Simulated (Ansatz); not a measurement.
Working through a charge-density difference against the sublattices of ScOF, space group P4/nmm

Computed with the Ansatz DFT code, driven from Python.

At the Python prompt:
```pycon
>>> import warnings
>>> import ansatz as az
>>> import numpy as np
>>> vectors0 = np.array([
...     [3.62752, 0.0, 0.0],
...     [0.0, 3.62752, 0.0],
...     [0.0, 0.0, 5.172196],
... ])
>>> sites = [
...     ("Sc", [0.5, 0.0, 0.705854]),
...     ("Sc", [0.0, 0.5, 0.294146]),
...     ("O", [0.0, 0.0, 0.5]),
...     ("O", [0.5, 0.5, 0.5]),
...     ("F", [0.5, 0.5, 0.0]),
...     ("F", [0.0, 0.0, 0.0]),
... ]
>>> def crystal_on(cell):
...     crystal = az.Crystal(lattice=az.Lattice.of(cell))
...     for symbol, position in sites:
...         crystal = crystal.atom(symbol, position)
...     return crystal
...
>>> warnings.simplefilter("ignore", az.DeckWarning)
>>> # one cutoff and one grid for all runs, so that the fields can be subtracted
>>> def solve(crystal):
...     return (
...         crystal.calculation()
...         .functional(az.Functional.LDA)
...         .occupations("methfessel_paxton", width=0.1)
...         .basis(460, grid_basis="typed")
...         .kpoints(5, 5, 4)
...         .density()
...         .run(threads=1)
...     )
...
>>> whole = solve(crystal_on(vectors0))

>>> difference = whole.density().channels[0].density_e_per_ang3.copy()
>>> binding = whole.report["free_energy_ev"]
>>> for element in ["Sc", "O", "F"]:
...     part = az.Crystal(lattice=az.Lattice.of(vectors0))
...     for symbol, position in sites:
...         if symbol == element:
...             part = part.atom(symbol, position)
...     alone = solve(part)
...     difference -= alone.density().channels[0].density_e_per_ang3
...     binding -= alone.report["free_energy_ev"]
...     print(f"{element} sublattice: {alone.report['n_electrons']:g} electrons, {alone.report['n_iterations']} iterations")
...
Sc sublattice: 22 electrons, 6 iterations
O sublattice: 12 electrons, 7 iterations
F sublattice: 14 electrons, 7 iterations
>>> voxel = abs(np.linalg.det(vectors0)) / difference.size
>>> print(f"energy of the crystal less its unpolarised sublattices: {binding / len(sites):.4f} eV/atom")
energy of the crystal less its unpolarised sublattices: -5.8752 eV/atom
>>> print(f"net charge of the difference {difference.sum() * voxel:.5f} e, charge moved {0.5 * np.abs(difference).sum() * voxel:.3f} e")
net charge of the difference 0.00000 e, charge moved 1.587 e
>>> print(f"extremes {difference.min():.4f} and {difference.max():.4f} e/A^3")
extremes -0.7413 and 0.5770 e/A^3
>>> for (symbol, position) in sites:
...     index = tuple(int(round(p * n)) % n for p, n in zip(position, difference.shape))
...     print(f"  change of the pseudo-density at the grid point nearest {symbol}: {difference[index]:+.4f} e/A^3")
...
  change of the pseudo-density at the grid point nearest Sc: -0.1259 e/A^3
  change of the pseudo-density at the grid point nearest Sc: -0.1259 e/A^3
  change of the pseudo-density at the grid point nearest O: +0.0115 e/A^3
  change of the pseudo-density at the grid point nearest O: +0.1021 e/A^3
  change of the pseudo-density at the grid point nearest F: +0.2443 e/A^3
  change of the pseudo-density at the grid point nearest F: +0.1072 e/A^3
>>> profile = difference.mean(axis=(0, 1))
>>> print("planar mean along the third vector:", np.round(profile[:: max(len(profile) // 12, 1)], 4))
planar mean along the third vector: [ 0.0786  0.0055 -0.0151 -0.034  -0.038  -0.0038  0.0335  0.0607  0.0077
 -0.0301 -0.0378 -0.0233  0.0016  0.0537]
```

Reading the output:
- No spin polarisation was allowed.
- The fields are valence quantities on the plane-wave grid; their values near the nuclei depend on the potentials.
- The structure comes from a database of computed cells and needn't be a stable or known phase.
- Charge moved counts every rearrangement, bonding and polarisation too, and is no transfer between atoms; the bare sublattices are artificial references. Values near the nuclei depend on the potentials.
- Finished in 2.8 s on 1 thread of Intel(R) Xeon(R) 6975P-C (Granite Rapids), with other jobs on the host, peak memory 0.43 GiB.

(Lines on the test bed's own set-up are left out of the output.)
